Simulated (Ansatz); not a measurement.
**FH6NO2Si2: one species, many methods**

One table from this session's results is given with a row withheld; the runs are named, their logs left out.

Program: Ansatz 0.2.0, Gaussian basis. Level of theory: functionals in def2-TZVPP, the program's frozen cores in correlated methods. These are calculated values, not measurements.

Levels to be run: PBE-D4, r2SCAN-D4, PBE0-D4, B3LYP-D4, ωB97X-V, ωB97M-V, B2PLYP; CCSD(T)/def2-TZVPP; MP2/def2-QZVPP; extrapolation to the limit.

## The relaxed structure

All runs share one geometry, relaxed beforehand with PBE0-D4 in a triple-zeta def2 set.

SMILES `O[SiH2]N[SiH](O)F`, 12 atoms, charge 0, spin multiplicity 1.

Atoms are counted from 1 here; the program's logs count them from 0.

Bond lengths: O1–Si2 1.643 Å, O1–H7 0.958 Å, Si2–N3 1.728 Å, Si2–H8 1.486 Å, Si2–H9 1.478 Å, N3–Si4 1.699 Å, N3–H10 1.011 Å, Si4–O5 1.632 Å, Si4–F6 1.600 Å, Si4–H11 1.475 Å, O5–H12 0.958 Å. Angles: Si2–O1–H7 117.9°, O1–Si2–N3 113.3°, O1–Si2–H8 112.0°, O1–Si2–H9 103.4°, N3–Si2–H8 105.2°, N3–Si2–H9 111.2°, H8–Si2–H9 112.0°, Si2–N3–Si4 129.0°, Si2–N3–H10 115.4°, Si4–N3–H10 115.6°, N3–Si4–O5 107.4°, N3–Si4–F6 112.8°, N3–Si4–H11 109.5°, O5–Si4–F6 107.0°, O5–Si4–H11 114.5°, F6–Si4–H11 105.7°, Si4–O5–H12 117.8°.

Set-up of the first run:

File in.yaml:

```yaml
crystal:
  periodic: [false, false, false]
  atoms:
    - {symbol: O, position_ang: [-0.753976, -2.260621, -0.949749]}
    - {symbol: Si, position_ang: [0.336250, -1.079401, -1.287483]}
    - {symbol: N, position_ang: [0.628696, -0.018468, 0.044165]}
    - {symbol: Si, position_ang: [-0.434674, 1.075109, 0.791952]}
    - {symbol: O, position_ang: [0.444209, 2.367234, 1.261818]}
    - {symbol: F, position_ang: [-1.120618, 0.472293, 2.106004]}
    - {symbol: H, position_ang: [-0.598556, -2.807165, -0.178047]}
    - {symbol: H, position_ang: [1.668177, -1.636016, -1.640727]}
    - {symbol: H, position_ang: [-0.279690, -0.357951, -2.420922]}
    - {symbol: H, position_ang: [1.559708, -0.061075, 0.436369]}
    - {symbol: H, position_ang: [-1.542871, 1.391259, -0.128815]}
    - {symbol: H, position_ang: [0.093354, 2.914814, 1.965434]}
basis:
  gaussian: {orbitals: def2-TZVPP}
hamiltonian: {xc: pbe, dispersion: d4}
output: {forces: true, orbitals: {seedname: orbitals}}
```

The run is started by

```
$ ansatz run in.yaml --threads 2 --pin off --events-out ev --progress --plain --max-ram 32768MiB --backend cuda --devices 0, --max-vram 18GiB
```

Steps of the session up to this table: PBE-D4 (GGA); r2SCAN-D4 (meta-GGA); PBE0-D4 (hybrid); B3LYP-D4 (hybrid); ωB97X-V (range-separated); ωB97M-V (range-separated); B2PLYP (double hybrid); CCSD(T) in def2-TZVPP; MP2 in def2-QZVPP.

One table of the session follows, with a row left open; its other results are not shown here.

| method | atomisation energy (kcal/mol) |
| --- | --- |
| PBE-D4 | 1097.8 |
| r2SCAN-D4 | 1089.8 |
| PBE0-D4 | 1076.1 |
| B3LYP-D4 | 1088.4 |
| ωB97X-V | 1097.1 |
| ωB97M-V | 1096.8 |
| B2PLYP | 1080.4 |
| HF/def2-TZVPP | 781.6 |
| MP2/def2-TZVPP | 1089.3 |
| CCSD/def2-TZVPP | 1047.8 |
| CCSD(T)/def2-TZVPP | 1063.2 |
| MP2/CBS | ? |
| CCSD(T)/CBS | 1099.7 |

Estimate the missing values for MP2/CBS.

**Answer.** atomisation energy (kcal/mol): 1125.7. In the column «atomisation energy (kcal/mol)» it is the highest.
